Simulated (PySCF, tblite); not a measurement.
**C₄H₆BF: geometry, infrared bands, NMR shifts and spin-spin couplings**

Aim: predict the infrared bands, NMR shifts and spin-spin couplings of C₄H₆BF (`C=C/C=C\BF`).

Programs: tblite 0.8.0 and PySCF 2.14.0, with density-fitted response routines of our own. Each step states its level of theory. These are calculated values for one molecule in the gas phase, unless marked as measured. Atoms count from 0, in the outputs and in this text.

### Step 1. The molecule as given

12 atoms, charge 0, multiplicity 1; geometry from: force field or distance geometry start.

Bonds of the start (Å): C0–C1 1.34, C1–C2 1.46, C2–C3 1.35, C3–B4 1.57, B4–F5 1.45, C0–H6 1.08, C0–H7 1.09, C1–H8 1.08, C2–H9 1.09, C3–H10 1.08, B4–H11 1.17.

### Step 2. Geometry optimisation with GFN2-xTB

Job settings and geometry (Å):

```
{"job": {"kind": "relax", "xc": "GFN2-xTB", "basis": "xTB"}, "charge": 0, "multiplicity": 1}
C     -0.131100    -1.632000     1.655500
C      0.067300    -0.547000     0.896200
C     -0.382100    -0.506300    -0.493500
C     -0.221900     0.546700    -1.331000
B      0.493100     1.891500    -0.958400
F      0.592300     2.923700    -1.974600
H     -0.654400    -2.493300     1.258400
H      0.211600    -1.646000     2.686300
H      0.596800     0.280200     1.354300
H     -0.911600    -1.371400    -0.888200
H     -0.608900     0.454600    -2.332800
H      0.950000     2.098500     0.101700
```

Run with:

```bash
$ OMP_NUM_THREADS=1 python probes_run.py task.json out
```

This one command runs all jobs of the session in turn.

**Question.** This job is followed by: GFN2-xTB harmonic vibrations, gas phase; GIAO PBE0/pcSseg-1 NMR shielding, non-relativistic, gas phase; B3LYP/pcJ-1 indirect spin-spin coupling, non-relativistic, gas phase. What will the session give for the following? strongest single infrared mode (GFN2-xTB); zero-point energy (GFN2-xTB); ¹³C shifts against TMS (PBE0/pcSseg-1); ¹H shifts against TMS (PBE0/pcSseg-1); ¹¹B shifts against BF3·OEt2 (PBE0/pcSseg-1); ¹⁹F shifts against CFCl3 (PBE0/pcSseg-1); surface potential, 1st and 99th percentile; largest coupling of the table (B3LYP/pcJ-1).

As calculated:

```
                                   quantity                                   value
  strongest single infrared mode (GFN2-xTB)                   1229 cm⁻¹, 417 km/mol
               zero-point energy (GFN2-xTB)                           55.5 kcal/mol
     ¹³C shifts against TMS (PBE0/pcSseg-1)          169.6, 143.9, 137.5, 134.2 ppm
      ¹H shifts against TMS (PBE0/pcSseg-1)  7.64, 7.52, 6.10, 5.90, 5.88, 5.68 ppm
¹¹B shifts against BF3·OEt2 (PBE0/pcSseg-1)                                44.4 ppm
   ¹⁹F shifts against CFCl3 (PBE0/pcSseg-1)                               -27.0 ppm
      surface potential, 1st and 99th percentile                      -0.95 V and 1.06 V
largest coupling of the table (B3LYP/pcJ-1)                 ¹J(C,H) C0–H7, 167.0 Hz
```

Over 36 steps the energy fell by 0.330 eV; of the close pairs, B4–F5 changed most, 1.452 to 1.324 Å. All 30 modes are real, so the xTB geometry is a minimum. The strongest single mode, at 1229 cm⁻¹, moves mainly B4. Unscaled tight-binding wavenumbers are off by several per cent, some by more. Its intensities can rank the bands wrongly. At PBE0/pcSseg-1: The largest span, 486 ppm, is at F5, where the paramagnetic term is -266 ppm. By nearest atom (PBE0/pcSseg-1), the HOMO sits on C0, C3 about 27 % each; C1 15 % and the LUMO on B4 21 %; C2 21 %. Of the pairs tabulated at B3LYP/pcJ-1, C0–H7 couples most strongly (167.0 Hz; Fermi contact 166.2 Hz). Couplings across rotatable bonds belong to this one conformer; where others are populated, the observed values are averages.
